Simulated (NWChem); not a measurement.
# MoO3 (molybdenum trioxide) at 4 levels

Wanted: a comparison of 4 runs (HF/def2-SVP, HF/def2-SVPD, HF/def2-TZVP, HF/def2-TZVPD) of MoO3 (molybdenum trioxide). 

Program for the calculation: NWChem 7.3.0.

4 further runs of the same task are left out: 4 that didn't finish.

## 1. The molecule

MoO3: 4 atoms, total charge 0, spin state singlet. As SMILES, `[O]=[Mo](=[O])=[O]`. Geometry: relaxed at PBE0-D4/def2-TZVP.

Bond lengths: O1–Mo2 1.692 Å, Mo2–O3 1.692 Å, Mo2–O4 1.692 Å. Angles: O1–Mo2–O3 110.3°, O1–Mo2–O4 110.3°, O3–Mo2–O4 110.3°.

## 2. A single-point energy at HF/def2-SVP (core potential) (run 1)

The input, work.nw:

```
start work
title "MoO3"
memory stack 880 mb heap 220 mb global 1100 mb
geometry units angstrom noautosym nocenter noautoz
   O       -0.968000      -0.149800       1.262500
   Mo      -0.138100      -0.336500      -0.200300
   O        1.507000      -0.607600       0.088800
   O       -0.345200       1.033600      -1.171400
end
basis "ao basis" spherical bse
   O library def2-SVP
   Mo library def2-SVP
end
ecp bse
   Mo library def2-SVP
end
scf
   thresh 1e-08
   maxiter 80
   print low
end
task scf
```

On the command line:

```bash
$ nwchem work.nw > work.out
```

The program printed:

```text
[...]
  functions       =    73
[...]
  wavefunction    = RHF
[...]
         Total SCF energy =   -291.855896510551
      One-electron energy =   -706.896671476925
      Two-electron energy =    273.378600921682
 Nuclear repulsion energy =    141.662174044692
        Time for solution =     13.4s
 Task  times  cpu:       13.7s     wall:       13.7s
[...]
```

Run time: 15 s. Hardware: 1 thread of Intel Xeon 6975P-C (Granite Rapids), shared host; peak memory 0.098 GiB.

## 3. The energy at HF/def2-SVPD (core potential) (run 2)

The input, job.nw:

```
start job
title "MoO3"
memory stack 880 mb heap 220 mb global 1100 mb

geometry units angstrom noautosym nocenter noautoz
  O    -0.968000   -0.149800    1.262500
  Mo   -0.138100   -0.336500   -0.200300
  O     1.507000   -0.607600    0.088800
  O    -0.345200    1.033600   -1.171400
end

basis spherical bse
  * library def2-SVPD
end

ecp bse
  Mo library def2-SVPD
end

scf
  thresh 1e-08
  maxiter 80
  print low
end

task scf energy
```

On the command line:

```bash
$ nwchem job.nw > job.out
```

The program printed:

```text
[...]
  functions       =   103
[...]
  wavefunction    = RHF
[...]
         Total SCF energy =   -291.879235044202
      One-electron energy =   -706.857994364497
      Two-electron energy =    273.316585275603
 Nuclear repulsion energy =    141.662174044692
        Time for solution =     31.2s
 Task  times  cpu:       31.6s     wall:       31.6s
[...]
```

It took 32 s on 1 thread of Intel Xeon 6975P-C (Granite Rapids), shared host; peak memory 0.1 GiB.

Run 3 isn't shown in full; the table further down has it.

## 4. The energy at HF/def2-TZVPD (core potential) (run 4)

The input, run.nw:

```
start run
memory 2200 mb
charge 0

geometry units bohr noautosym nocenter noautoz
  O     -1.82925489    -0.28308097     2.38577923
  Mo    -0.26097118    -0.63589284    -0.37851214
  O      2.84781727    -1.14819759     0.16780768
  O     -0.65233346     1.95322092    -2.21362518
end

basis spherical bse
  * library def2-TZVPD
end

ecp bse
  Mo library def2-TZVPD
end

scf
  singlet
  rhf
  thresh 1e-08
  maxiter 80
  noprint "final vectors analysis"
end

task scf energy
```

On the command line:

```bash
$ nwchem run.nw > run.out
```

The program printed:

```text
[...]
  functions       =   160
[...]
  wavefunction    = RHF
[...]
         Total SCF energy =   -292.175031802987
      One-electron energy =   -707.551210387362
      Two-electron energy =    273.714014654860
 Nuclear repulsion energy =    141.662163929514
        Time for solution =    108.8s
[...]
```

Wall time 1.8 min (1 thread of Intel Xeon 6975P-C (Granite Rapids), shared host); peak memory 0.11 GiB.

## 5. All runs side by side

```csv
run,level,core potential,energy (Eh),wall time
1,HF/def2-SVP (core potential),def2-SVP,-291.855897,15 s
2,HF/def2-SVPD (core potential),def2-SVPD,-291.879235,32 s
3,HF/def2-TZVP (core potential),def2-TZVP,-292.170292,59 s
4,HF/def2-TZVPD (core potential),def2-TZVPD,-292.175032,1.8 min
```

Convergence of the total energy of singlet MoO3 with the basis set, against the last point:

```csv
basis set,from the last (mEh),wall time
def2-SVP,+319.135,15 s
def2-SVPD,+295.797,32 s
def2-TZVP,+4.740,59 s
def2-TZVPD,+0.000,1.8 min
```

## 6. Results

| quantity | value |
| --- | --- |
| run 4: total energy | -292.17503 Eh |
| run 4: dipole moment | 5.61 D |

**Reading.** Over the runs the total energy spans 8.684 eV. All runs together took 3.6 min, the longest 1.8 min.
